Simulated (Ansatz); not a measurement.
# Ge7Au: the cost of one run

Method: DFT PBE, scalar-relativistic, plane waves, PAW, in Ansatz 0.2.0.

2 further runs of the same task are left out: 1 that didn't finish, 1 set aside as unsound or not needed.

## 1. The system as given

It takes space group P-43m (No. 215, cubic). Conventional cell: a = 5.798 Å, b = 5.798 Å, c = 5.798 Å, α = 90.00°, β = 90.00°, γ = 90.00°. Ge (site symmetry 3m) is surrounded by 3 Ge at 2.51 Å and 1 Au at 2.52 Å. Ge (site symmetry -42m) is surrounded by 4 Ge at 2.51 Å. Au (site symmetry -43m) is surrounded by 4 Ge at 2.52 Å.

As a file:

```
CELL_PARAMETERS angstrom
5.79795 0.00000 0.00000
0.00000 5.79795 0.00000
0.00000 0.00000 5.79795
ATOMIC_POSITIONS crystal
Ge 0.25102 0.25102 0.25102
Ge 0.00000 0.50000 0.50000
Ge 0.50000 0.50000 0.00000
Ge 0.50000 0.00000 0.50000
Ge 0.74898 0.25102 0.74898
Ge 0.74898 0.74898 0.25102
Ge 0.25102 0.74898 0.74898
Au 0.00000 0.00000 0.00000
```

The cell was relaxed beforehand at this level, from a generated guess; it needn't be the stable form of this composition. At a tolerance of 0.05 Å it has space group P-43m (No. 215); it has 24.36 Å³/atom, an uncorrected energy of +0.07 eV/atom over the elements and, on its mesh, gap none (metal).

## 2. Volume × 0.97

input.yaml reads:

```yaml
crystal:
  lattice:
    - [5.7393814381, 0.0, 0.0]
    - [0.0, 5.7393814381, 0.0]
    - [0.0, 0.0, 5.7393814381]
  atoms:
    - { symbol: Ge, position: [0.251017, 0.251017, 0.251017] }
    - { symbol: Ge, position: [0.0, 0.5, 0.5] }
    - { symbol: Ge, position: [0.5, 0.5, 0.0] }
    - { symbol: Ge, position: [0.5, 0.0, 0.5] }
    - { symbol: Ge, position: [0.748983, 0.251017, 0.748983] }
    - { symbol: Ge, position: [0.748983, 0.748983, 0.251017] }
    - { symbol: Ge, position: [0.251017, 0.748983, 0.748983] }
    - { symbol: Au, position: [0.0, 0.0, 0.0] }
basis:
  ecutwfc: 420
kpoints:
  mp_grid: { grid: [8, 8, 8] }
hamiltonian:
  xc: pbe
scf:
  occupations: { method: gaussian, width: 0.1 }
output:
  forces: true
  stress: true
  eigenvalues: true
relax:
  adjacent_minimum: "off"
  f_tol: 0.01
  max_steps: 30
```

Launch:

```sh
> ansatz run input.yaml --threads 4 --pin off --max-ram 8192MiB --backend cpu --events-out ev --progress --plain --runs-dir out
```

**Question.** How long does this run take on 4 threads of Arm Neoverse V2, shared host, and how much memory does it need?

About 20 s, with a peak of 0.77 GiB.
